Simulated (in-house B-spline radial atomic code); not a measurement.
# W²⁹⁺: ionisation energy by several methods

Wanted: one ionisation energy, W²⁹⁺ to configuration [Kr] 4d8, up the ladder of functionals.

Program: in-house B-spline radial atomic code version 1. Level of theory: Dirac-Coulomb, several functionals; spherical all-electron atom at the radial basis limit. These are calculated values, not measurements, unless marked.

## (1) What is computed

```
element       : tungsten (Z = 74)
charge        : +29
electrons     : 45
configuration : [Kr] 4d9
nucleus       : Fermi, rms radius 5.366 fm
```

The outer shells:

[Kr] 4d9
```
[Kr] core
4d [↑↓][↑↓][↑↓][↑↓][↑ ]
```

The boxes only draw the filling; these runs are spin-restricted and spherical.

## (2) BLYP, a GGA

Settings, as recorded:

```ini
Z = 74
electrons = 45.0
configuration = [Kr] 4d9
hamiltonian = dirac
method = b88,lyp
spin_polarised = False
nucleus = fermi
rms_radius = 5.3658
mass_number = 184
atomic_mass = 183.95093318
speed_of_light = 137.035999084
```

## (3) OLYP, a GGA

The settings differ from step 2 so:

```diff
@@ -4,3 +4,3 @@
 hamiltonian = dirac
-method = b88,lyp
+method = optx,lyp
 spin_polarised = False
```

## (4) AM05, a GGA

The settings differ from step 3 so:

```diff
@@ -4,3 +4,3 @@
 hamiltonian = dirac
-method = optx,lyp
+method = am05
 spin_polarised = False
```

## (5) PBEsol, a GGA

The settings differ from step 4 so:

```diff
@@ -4,3 +4,3 @@
 hamiltonian = dirac
-method = am05
+method = pbesol
 spin_polarised = False
```

**Question.** The tabulated ionisation energy is 1180 ± 1.4 eV (semi-empirical; NIST Atomic Spectra Database). What does each method give, and which comes nearest?

The runs gave:

| method | rung | total energy (hartree) | ΔSCF (eV) | with Breit, QED, recoil (eV) | −ε highest (eV) | corrected ΔSCF less tabulated (eV) |
| --- | --- | --- | --- | --- | --- | --- |
| BLYP | GGA | -15757.0124 | 1185.64 | 1185.08 | 1153.59 (4d5/2) | +5.08 |
| OLYP | GGA | -15760.7371 | 1188.45 | 1187.89 | 1156.37 (4d5/2) | +7.89 |
| AM05 | GGA | -15746.7337 | 1185.80 | 1185.24 | 1153.74 (4d5/2) | +5.24 |
| PBEsol | GGA | -15751.1331 | 1185.82 | 1185.26 | 1153.77 (4d5/2) | +5.26 |

Against the tabulated ionisation energy, 1180 ± 1.4 eV (semi-empirical; NIST Atomic Spectra Database), the best here is BLYP (+5.08 eV) and the worst OLYP (+7.89 eV, or 0.67 %). All methods miss on the same side by much the same amount, which points to something that they share. Open shells are averaged (over orientations, and over spins where the run is restricted), while tables refer to the lowest levels.
